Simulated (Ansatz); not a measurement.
# CH6OSeSi (SMILES CO[SiH2][SeH]) at revPBE/6-31G(d) (spherical functions)

Aim: the vertical ionisation energy of CH6OSeSi at revPBE/6-31G* (spherical functions), from 2 runs. 

The results are computed with Ansatz 0.2.0.

80 further runs of the same task are left out: 80 set aside as unsound or not needed.

**1. The molecule**

CH6OSeSi has 10 atoms, charge 0, and is taken as a singlet. As SMILES, `CO[SiH2][SeH]`. The shape is that of a PBE0-D4/def2-TZVP optimisation. This is one conformer, not always the lowest.

Bond lengths: C1–O2 1.411 Å, O2–Si3 1.639 Å, Si3–Se4 2.261 Å, C1–H5 1.096 Å, C1–H6 1.096 Å, C1–H7 1.091 Å, Si3–H8 1.487 Å, Si3–H9 1.486 Å, Se4–H10 1.469 Å. Some angles: C1–O2–Si3 122.4°, O2–Si3–Se4 109.9°, O2–C1–H5 111.3°, O2–C1–H6 111.6°, O2–C1–H7 108.1°, O2–Si3–H8 109.0°, O2–Si3–H9 111.8°, Se4–Si3–H8 111.2°, Se4–Si3–H9 105.1°, Si3–Se4–H10 92.7°.

**2. A single-point energy at revPBE/6-31G(d) (spherical functions)**

job.yaml

```yaml
crystal:
  periodic: [false, false, false]
  atoms:
    - {symbol: C, position_ang: [0.459500, 1.568200, 0.455800]}
    - {symbol: O, position_ang: [0.708400, 0.213600, 0.148800]}
    - {symbol: Si, position_ang: [-0.400300, -0.737700, -0.594100]}
    - {symbol: Se, position_ang: [0.296800, -2.888700, -0.578100]}
    - {symbol: H, position_ang: [0.431100, 2.182900, -0.450600]}
    - {symbol: H, position_ang: [-0.487800, 1.693400, 0.993300]}
    - {symbol: H, position_ang: [1.269800, 1.926000, 1.092500]}
    - {symbol: H, position_ang: [-1.706900, -0.591200, 0.101000]}
    - {symbol: H, position_ang: [-0.551900, -0.390800, -2.031500]}
    - {symbol: H, position_ang: [0.064400, -3.026800, 0.865800]}
basis:
  gaussian:
    orbitals: 6-31G_st_-spherical.json
output: {orbitals: {seedname: orbitals}}
hamiltonian:
  xc: {name: revPBE}
accuracy: high
```

The basis set 6-31G* is read from a file made from the Basis Set Exchange's data (not shown).

On the command line:

```console
$ ansatz run job.yaml --threads 1 --pin off --max-ram 2610MiB --events-out events.jsonl --progress --plain --runs-dir runs
```

The log of the run:

```text
Warning: RAYON_NUM_THREADS=1 ignored (pool sized by the plan → 1); use --threads N
Functional definition: revPBE
  name "revPBE"
  parameter kappa = 1.245
  parameter beta = 0.06672455060314922
  exchange = pbe_x(kappa = kappa, mu = beta*pi^2/3)
  correlation = pbe_c(beta = beta)
1991 factors; integrals over basis functions are off by at most 1.1e-8 eV
mean field evaluation 1: about -76388.2760 eV, gradient 5.0e1 eV
mean field evaluation 2: about -76368.0732 eV, gradient 1.1e2 eV
mean field evaluation 4: about -76393.3375 eV, gradient 7.0e0 eV
mean field evaluation 8: about -76393.4243 eV, gradient 8.1e-2 eV
mean field evaluation 16: about -76393.4243 eV, gradient 1.2e-5 eV
mean field -76393.42428081 eV, -2807.4065609970 hartree, gradient 9.0e-9 eV, S^2 0.000000; 0 other end points of the search recorded, 0 dependent functions left out
reference -76393.42428491 eV, -2807.4065611476 hartree; 34, 34 occupied and 56, 56 virtual orbitals, 1991 factors
Total energy: -76393.42428491 eV, -2807.4065611476 hartree
```

Run time: 8.7 s. Hardware: 1 thread of Arm Neoverse V2, shared host; peak memory 0.23 GiB.

**3. The doublet cation at the same level**

input.yaml

```yaml
crystal:
  periodic: [false, false, false]
  atoms:
    - symbol: C
      position_ang: [0.459500, 1.568200, 0.455800]
    - symbol: O
      position_ang: [0.708400, 0.213600, 0.148800]
    - symbol: Si
      position_ang: [-0.400300, -0.737700, -0.594100]
    - symbol: Se
      position_ang: [0.296800, -2.888700, -0.578100]
    - symbol: H
      position_ang: [0.431100, 2.182900, -0.450600]
    - symbol: H
      position_ang: [-0.487800, 1.693400, 0.993300]
    - symbol: H
      position_ang: [1.269800, 1.926000, 1.092500]
    - symbol: H
      position_ang: [-1.706900, -0.591200, 0.101000]
    - symbol: H
      position_ang: [-0.551900, -0.390800, -2.031500]
    - symbol: H
      position_ang: [0.064400, -3.026800, 0.865800]
basis:
  gaussian: {orbitals: 6-31G_st_-spherical.json}
total_charge: 1
output: {orbitals: {seedname: orbitals}}
hamiltonian: {xc: {name: revPBE}}
magnetization: {spin_polarized: true, initial_magnetization: 1}
accuracy: high
```

The basis set 6-31G* is read from a file made from the Basis Set Exchange's data (not shown).

On the command line:

```console
$ ansatz run input.yaml --threads 1 --pin off --max-ram 2610MiB --events-out events.jsonl --progress --plain --runs-dir runs
```

The log of the run:

```text
Warning: RAYON_NUM_THREADS=1 ignored (pool sized by the plan → 1); use --threads N
Functional definition: revPBE
  name "revPBE"
  parameter kappa = 1.245
  parameter beta = 0.06672455060314922
  exchange = pbe_x(kappa = kappa, mu = beta*pi^2/3)
  correlation = pbe_c(beta = beta)
1991 factors; integrals over basis functions are off by at most 1.1e-8 eV
mean field evaluation 1: about -76369.9456 eV, gradient 5.7e1 eV
mean field evaluation 2: about -76150.0792 eV, gradient 1.6e2 eV
mean field evaluation 4: about -76377.5910 eV, gradient 3.4e1 eV
mean field evaluation 8: about -76384.4923 eV, gradient 1.3e0 eV
mean field evaluation 16: about -76384.4887 eV, gradient 1.6e-5 eV
mean field evaluation 32: about -76383.9136 eV, gradient 3.2e0 eV
mean field -76384.48873622 eV, -2807.0781857901 hartree, gradient 2.1e-8 eV, S^2 0.752014; 5 other end points of the search recorded, 0 dependent functions left out
reference -76384.48874033 eV, -2807.0781859409 hartree; 34, 33 occupied and 56, 57 virtual orbitals, 1991 factors
Total energy: -76384.48874033 eV, -2807.0781859409 hartree
```

It took 27 s on 1 thread of Arm Neoverse V2, shared host; peak memory 0.31 GiB.

**4. What came out**

Level: revPBE/6-31G* (spherical functions).

| quantity | value |
| --- | --- |
| singlet CH6OSeSi: total energy | -2807.40656 Eh |
| singlet CH6OSeSi: HOMO energy | -5.83 eV |
| singlet CH6OSeSi: LUMO energy | -0.30 eV |
| singlet CH6OSeSi: HOMO–LUMO gap | 5.54 eV |
| doublet cation: total energy | -2807.07819 Eh |
| doublet cation: HOMO energy (highest over α and β) | -11.95 eV |
| doublet cation: LUMO energy (lowest over α and β) | -11.83 eV |
| doublet cation: ⟨S²⟩ | 0.752 |
| vertical ionisation energy (to the doublet cation) | 8.936 eV |

**Reading.** Removing an electron at fixed nuclei costs 8.94 eV (862 kJ/mol). −ε(HOMO) before ionisation, 5.83 eV, is 3.10 eV below this ionisation energy.
